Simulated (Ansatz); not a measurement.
**C3H11GaSi: basis-set convergence**

The task here is to estimate one member of a computed series from the others.

Method: one geometry, several basis sets; program: Ansatz 0.2.0, Gaussian basis.

Levels to be run: PBE0-D4/def2-SVP; ωB97M-V/def2-SVP; PBE0-D4/def2-QZVPP; ωB97M-V/def2-QZVPP; the functionals' def2-TZVPP values are taken from earlier runs.

## The relaxed structure

The geometry comes from an earlier relaxation with PBE0-D4 in a triple-zeta def2 set; it is a stationary point, not always the lowest conformer.

16 atoms, charge 0, spin multiplicity 1.

Atoms are counted from 1 here; the program's logs count them from 0.

Bond lengths: C1–Si2 1.884 Å, C1–H6 1.095 Å, C1–H7 1.093 Å, C1–H8 1.093 Å, Si2–C3 1.885 Å, Si2–C4 1.880 Å, Si2–Ga5 2.423 Å, C3–H9 1.093 Å, C3–H10 1.093 Å, C3–H11 1.095 Å, C4–H12 1.093 Å, C4–H13 1.094 Å, C4–H14 1.093 Å, Ga5–H15 1.582 Å, Ga5–H16 1.581 Å. Angles: Si2–C1–H6 110.2°, Si2–C1–H7 111.7°, Si2–C1–H8 111.4°, H6–C1–H7 107.7°, H6–C1–H8 107.9°, H7–C1–H8 107.9°, C1–Si2–C3 108.5°, C1–Si2–C4 109.0°, C1–Si2–Ga5 109.6°, C3–Si2–C4 108.9°, C3–Si2–Ga5 108.9°, C4–Si2–Ga5 111.8°, Si2–C3–H9 111.7°, Si2–C3–H10 111.4°, Si2–C3–H11 110.1°, H9–C3–H10 107.9°, H9–C3–H11 107.7°, H10–C3–H11 107.9° and more.

The first run:

in.yaml reads:

```yaml
crystal:
  periodic: [false, false, false]
  atoms:
    - {symbol: C, position_ang: [-0.647759, 0.624733, -1.645321]}
    - {symbol: Si, position_ang: [-0.010613, -0.019945, 0.005769]}
    - {symbol: C, position_ang: [1.723464, 0.662433, 0.286803]}
    - {symbol: C, position_ang: [0.076915, -1.897061, -0.062402]}
    - {symbol: Ga, position_ang: [-1.457088, 0.748845, 1.790838]}
    - {symbol: H, position_ang: [0.022849, 0.318581, -2.454502]}
    - {symbol: H, position_ang: [-1.643031, 0.235167, -1.873859]}
    - {symbol: H, position_ang: [-0.705280, 1.715918, -1.650966]}
    - {symbol: H, position_ang: [2.155071, 0.297204, 1.222128]}
    - {symbol: H, position_ang: [1.722316, 1.754653, 0.320622]}
    - {symbol: H, position_ang: [2.385493, 0.352370, -0.528004]}
    - {symbol: H, position_ang: [-0.908166, -2.335078, -0.241718]}
    - {symbol: H, position_ang: [0.741246, -2.223018, -0.868790]}
    - {symbol: H, position_ang: [0.457341, -2.310937, 0.874759]}
    - {symbol: H, position_ang: [-1.782731, 2.286383, 1.972557]}
    - {symbol: H, position_ang: [-2.130027, -0.210255, 2.852075]}
basis:
  gaussian: {orbitals: def2-SVP}
hamiltonian: {xc: pbe0, dispersion: d4}
output: {orbitals: {seedname: orbitals}}
```

Among the steps run: PBE0-D4 in def2-SVP; ωB97M-V in def2-SVP; PBE0-D4 in def2-QZVPP; ωB97M-V in def2-QZVPP.

One of the session's tables, all rows but one given; the rest of the session is left out.

It belongs to the step «Functionals by basis». 

```
functional       basis  HOMO (eV)  LUMO (eV)
   PBE0-D4    def2-SVP          ?          ?
   PBE0-D4  def2-TZVPP      -6.84      -1.83
   PBE0-D4  def2-QZVPP      -6.85      -1.86
   ωB97M-V    def2-SVP      -8.82      -0.08
   ωB97M-V  def2-TZVPP      -8.86      -0.15
   ωB97M-V  def2-QZVPP      -8.87      -0.28
```

Q: Estimate the row for PBE0-D4, def2-SVP from the others.

As computed: HOMO (eV): -6.82; LUMO (eV): -1.78. In the column «HOMO (eV)» it is the highest.
